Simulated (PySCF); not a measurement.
# CH₇B₃ClN: electronic excitations and core binding energies

Aim: predict the electronic excitations and core binding energies of CH₇B₃ClN (`BN(B)B(C)Cl`).

Programs: PySCF 2.14.0, with density-fitted response routines of our own. Each step states its level of theory. These are calculated values for one molecule in the gas phase, unless marked as measured. Atoms count from 0, in the outputs and in this text.

### Step 1. The molecule as given

13 atoms, charge 0, multiplicity 1; geometry from: GFN2-xTB.

Bonds of the start (Å): B0–N1 1.43, N1–B2 1.43, N1–B3 1.46, B3–C4 1.58, B3–Cl5 1.72, B0–H6 1.17, B0–H7 1.17, B2–H8 1.17, B2–H9 1.17, C4–H10 1.09, C4–H11 1.09, C4–H12 1.09.

### Step 2. Excited states and response: CAM-B3LYP/def2-SVPD

What the job is given:

```
{"job": {"kind": "uv", "xc": "CAM-B3LYP", "basis": "def2-SVPD", "nstates": 8, "ntriplets": 3}, "charge": 0, "multiplicity": 1}
B     -1.011725     1.219105    -0.591620
N     -0.726106    -0.049401    -0.005471
B     -1.685810    -1.107782    -0.067686
B      0.543627    -0.272627     0.674862
C      1.931602     0.142918     0.041080
Cl     0.515258    -1.050111     2.203550
H     -0.231430     2.087557    -0.512601
H     -2.038210     1.385802    -1.121569
H     -1.419290    -2.159390     0.371336
H     -2.712770    -0.918260    -0.589072
H      2.765726     0.029912     0.728503
H      1.924379     1.169067    -0.317541
H      2.140362    -0.476303    -0.831500
```

Level: TDDFT CAM-B3LYP/def2-SVPD, vertical, gas phase, core orbitals frozen in the response.

Launch:

```bash
OMP_NUM_THREADS=1 python probes_run.py task.json out
```

This one command runs all jobs of the session in turn.

**Question.** This job is followed by: delta-SCF UKS SCAN, pcX-2 on the ionised atom, pcseg-1 elsewhere, spin-free X2C. Predict these results of the whole session: lowest singlet (CAM-B3LYP/def2-SVPD); brightest single state of those computed; lowest triplet; N1s binding energies, SCAN/pcX-2; B1s binding energies, SCAN/pcX-2 (standing for 1 of 3 atoms); C1s binding energies, SCAN/pcX-2; Cl1s binding energies, SCAN/pcX-2; Cl2p binding energies, SCAN/pcX-2.

As calculated:

| quantity | value |
| --- | --- |
| lowest singlet (CAM-B3LYP/def2-SVPD) | 6.12 eV (203 nm), f = 0.001 |
| brightest single state of those computed | state 5, 7.02 eV, f = 0.140 |
| lowest triplet | 5.51 eV |
| N1s binding energies, SCAN/pcX-2 | N1 405.10 eV |
| B1s binding energies, SCAN/pcX-2 (standing for 1 of 3 atoms) | B3 197.59 eV |
| C1s binding energies, SCAN/pcX-2 | C4 290.46 eV |
| Cl1s binding energies, SCAN/pcX-2 | Cl5 2828.89 eV |
| Cl2p binding energies, SCAN/pcX-2 | Cl5 206.88 eV |

**Reading.** The first singlet state (HOMO−2→LUMO 0.34, HOMO−1→LUMO 0.26) lies at 6.12 eV and is dark; of the 8 states computed, the strongest absorption comes from state 5 at 7.02 eV. The lowest triplet lies 0.61 eV below the lowest singlet (triplets in Tamm-Dancoff, singlets in full TDDFT).
